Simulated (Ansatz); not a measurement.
# C₂H₅FGeSi: vertical ionisation energy

The task here is to estimate one member of a computed series from the others.

Method: unrestricted cation, the program's frozen cores in correlated methods; program: Ansatz 0.2.0, Gaussian basis.

Levels to be run: UKS PBE-D4/def2-TZVPP; UKS r2SCAN-D4/def2-TZVPP; UKS PBE0-D4/def2-TZVPP; UKS B3LYP-D4/def2-TZVPP; UKS wB97X-V/def2-TZVPP; UKS wB97M-V/def2-TZVPP; UKS B2PLYP/def2-TZVPP; UHF-CCSD(T)/def2-TZVPP; UHF-MP2/def2-QZVPP; extrapolation to the limit; then −ε(HOMO) from the neutral's earlier runs with LDA (SPW92), PBE-D4, revPBE-D4, BLYP-D4, r2SCAN-D4, B97M-V, PBE0-D4, B3LYP-D4, r2SCANh-D4, r2SCAN0-D4, HSE06-D4, BHLYP-D4, CAM-B3LYP-D4, LC-ωPBE, ωB97X-V, ωB97M-V.

### The geometry

All runs share one geometry, relaxed beforehand with PBE0-D4 in a triple-zeta def2 set.

SMILES `F[SiH2]C#[C][GeH3]`, 10 atoms, charge 0, spin multiplicity 1.

Atoms are counted from 1 here; the program's logs count them from 0.

Bond lengths: F1–Si2 1.596 Å, Si2–C3 1.816 Å, Si2–H6 1.479 Å, Si2–H7 1.479 Å, C3–C4 1.214 Å, C4–Ge5 1.905 Å, Ge5–H8 1.532 Å, Ge5–H9 1.532 Å, Ge5–H10 1.532 Å. Angles: F1–Si2–C3 109.3°, F1–Si2–H6 108.1°, F1–Si2–H7 108.1°, C3–Si2–H6 109.9°, C3–Si2–H7 109.9°, H6–Si2–H7 111.6°, Si2–C3–C4 178.7°, C3–C4–Ge5 179.6°, C4–Ge5–H8 108.2°, C4–Ge5–H9 108.3°, C4–Ge5–H10 108.4°, H8–Ge5–H9 110.6°, H8–Ge5–H10 110.6°, H9–Ge5–H10 110.7°.

Set-up of the first run:

in.yaml reads:

```yaml
crystal:
  periodic: [false, false, false]
  atoms:
    - {symbol: F, position_ang: [-1.240040, 2.273155, -2.099778]}
    - {symbol: Si, position_ang: [-0.177285, 1.085324, -2.184637]}
    - {symbol: C, position_ang: [-0.044579, 0.281928, -0.561336]}
    - {symbol: C, position_ang: [0.063488, -0.272604, 0.512684]}
    - {symbol: Ge, position_ang: [0.222120, -1.134777, 2.203988]}
    - {symbol: H, position_ang: [-0.656100, 0.111810, -3.189825]}
    - {symbol: H, position_ang: [1.128744, 1.664279, -2.567394]}
    - {symbol: H, position_ang: [0.783519, -2.541475, 1.972325]}
    - {symbol: H, position_ang: [-1.170260, -1.206623, 2.838317]}
    - {symbol: H, position_ang: [1.173494, -0.312116, 3.078656]}
basis:
  gaussian: {orbitals: def2-TZVPP}
total_charge: 1
magnetization: {spin_polarized: true, initial_magnetization: 1}
hamiltonian: {xc: pbe, dispersion: d4}
```

The run is started by

```sh
$ ansatz run in.yaml --threads 2 --pin off --events-out ev --progress --plain --max-ram 32768MiB --backend cpu
```

Steps of the session up to this table: Cation, UKS PBE-D4/def2-TZVPP; Cation, UKS r2SCAN-D4/def2-TZVPP; Cation, UKS PBE0-D4/def2-TZVPP; Cation, UKS B3LYP-D4/def2-TZVPP; Cation, UKS wB97X-V/def2-TZVPP; Cation, UKS wB97M-V/def2-TZVPP; Cation, UKS B2PLYP (frozen core)/def2-TZVPP; Cation, UHF-CCSD(T)/def2-TZVPP; Cation, UHF-MP2/def2-QZVPP.

One table of the session follows, with a row left open; its other results are not shown here.

For comparison, −ε(HOMO) of the neutral from earlier runs:

```
  functional  −ε(HOMO) (eV)
 LDA (SPW92)           7.23
      PBE-D4           7.10
   revPBE-D4           7.04
     BLYP-D4           6.93
   r2SCAN-D4           7.36
      B97M-V           7.40
     PBE0-D4           8.30
    B3LYP-D4           8.05
  r2SCANh-D4           7.80
  r2SCAN0-D4           8.47
    HSE06-D4              ?
    BHLYP-D4           9.33
CAM-B3LYP-D4           9.61
     LC-ωPBE          11.02
     ωB97X-V          10.63
     ωB97M-V          10.49
```

Estimate the missing values for HSE06-D4.

**Answer.** −ε(HOMO) (eV): 7.90. In the column «−ε(HOMO) (eV)» it lies between r2SCANh-D4 (7.80) and B3LYP-D4 (8.05).

To keep in mind: The cation may have settled in a state other than its lowest; no search over hole states beyond the program's own was made.
